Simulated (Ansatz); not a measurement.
# BClFHO: the cost of one run

Program: Ansatz 0.2.0. Level of theory: RKS PBE/def2-mTZVP. These are calculated values, not measurements.

## Step 1: Starting point

Bond lengths: B1–F2 1.320 Å, B1–Cl3 1.860 Å, B1–O4 1.410 Å, O4–H5 1.010 Å. Angles: F2–B1–Cl3 120.0°, F2–B1–O4 120.0°, Cl3–B1–O4 120.0°, B1–O4–H5 109.5°.

Structure file:

```xyz
5

B     0.0000    0.0000    0.0000
F     0.0000    0.0000    1.3200
Cl    1.6108    0.0000   -0.9300
O    -1.2211    0.0000   -0.7050
H    -1.7308   -0.8467   -0.4965
```

## Step 2: Preparing the start

Input file input.yaml:

```yaml
crystal:
  periodic: [false, false, false]
  atoms:
    - { symbol: B, position_ang: [0.0, 0.0, 0.0] }
    - { symbol: F, position_ang: [0.0, 0.0, 1.32] }
    - { symbol: Cl, position_ang: [1.6108, 0.0, -0.93] }
    - { symbol: O, position_ang: [-1.2211, 0.0, -0.705] }
    - { symbol: H, position_ang: [-1.7308, -0.8467, -0.4965] }
basis:
  gaussian: { orbitals: def2-mTZVP }
hamiltonian:
  xc: pbe
relax:
  f_tol: 0.02
  max_steps: 40
```

Started as:

```console
$ ansatz run input.yaml --threads 1 --pin off --max-ram 2048MiB --backend cpu --events-out ev --progress --plain --runs-dir out
```

Q: Estimate wall time and peak memory on 1 thread of Arm Neoverse V2, shared host.

About 16 s, with a peak of 0.14 GiB.
